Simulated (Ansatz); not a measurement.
# C2H4ClNOSi: basis-set convergence

Aim: see how fast density functionals converge with the basis set for C2H4ClNOSi.

The runs use Ansatz 0.2.0, Gaussian basis; one geometry, several basis sets.

Levels to be run: PBE0-D4/def2-SVP; ωB97M-V/def2-SVP; PBE0-D4/def2-QZVPP; ωB97M-V/def2-QZVPP; the functionals' def2-TZVPP values are taken from earlier runs.

## 1. The geometry

An earlier PBE0-D4 in a triple-zeta def2 set relaxation fixed the geometry.

SMILES `N=C1OC1([SiH3])Cl`, 10 atoms, charge 0, spin multiplicity 1.

Atoms are counted from 1 here; the program's logs count them from 0.

Bond lengths: N1–C2 1.240 Å, N1–H7 1.019 Å, C2–O3 1.344 Å, C2–C4 1.432 Å, O3–C4 1.492 Å, C4–Si5 1.892 Å, C4–Cl6 1.749 Å, Si5–H8 1.480 Å, Si5–H9 1.482 Å, Si5–H10 1.481 Å. Angles: C2–N1–H7 112.0°, N1–C2–O3 143.4°, N1–C2–C4 151.7°, O3–C2–C4 64.9°, C2–O3–C4 60.4°, C2–C4–O3 54.7°, C2–C4–Si5 125.0°, C2–C4–Cl6 118.0°, O3–C4–Si5 115.8°, O3–C4–Cl6 114.4°, Si5–C4–Cl6 114.2°, C4–Si5–H8 107.7°, C4–Si5–H9 107.5°, C4–Si5–H10 107.6°, H8–Si5–H9 111.4°, H8–Si5–H10 111.0°, H9–Si5–H10 111.4°.

## 2. PBE0-D4 in def2-SVP

in.yaml reads:

```yaml
crystal:
  periodic: [false, false, false]
  atoms:
    - {symbol: N, position_ang: [-2.026055, -1.318422, 0.208872]}
    - {symbol: C, position_ang: [-1.048473, -0.629772, 0.538643]}
    - {symbol: O, position_ang: [-0.086859, -0.497033, 1.467826]}
    - {symbol: C, position_ang: [-0.160493, 0.475539, 0.338746]}
    - {symbol: Si, position_ang: [1.316944, 0.480175, -0.842916]}
    - {symbol: Cl, position_ang: [-0.718399, 2.068869, 0.794122]}
    - {symbol: H, position_ang: [-2.197021, -2.078798, 0.865053]}
    - {symbol: H, position_ang: [0.911268, 1.203582, -2.069285]}
    - {symbol: H, position_ang: [1.658751, -0.931260, -1.136034]}
    - {symbol: H, position_ang: [2.433437, 1.175920, -0.162127]}
basis:
  gaussian: {orbitals: def2-SVP}
hamiltonian: {xc: pbe0, dispersion: d4}
output: {orbitals: {seedname: orbitals}}
```

Run with:

```
$ ansatz run in.yaml --threads 4 --pin off --events-out ev --progress --plain --max-ram 10444MiB
```

The runs that follow: ωB97M-V in def2-SVP; PBE0-D4 in def2-QZVPP; ωB97M-V in def2-QZVPP.

Q: Predict the results of all the runs planned. Wanted: PBE0-D4: double and triple zeta above quadruple; ωB97M-V: double and triple zeta above quadruple.

As calculated:

```
                                       quantity           value
PBE0-D4: double and triple zeta above quadruple  14.54, 0.93 eV
ωB97M-V: double and triple zeta above quadruple  14.64, 0.87 eV
```

What this shows: PBE0-D4 gains 13.60 eV from double to triple zeta, then 0.93 eV more. Total energies overstate the basis error of differences, where much of it tends to cancel. The LUMO of ωB97M-V is positive and keeps falling with the basis (2.01 to 1.30 eV): an unbound level that the basis holds in place.
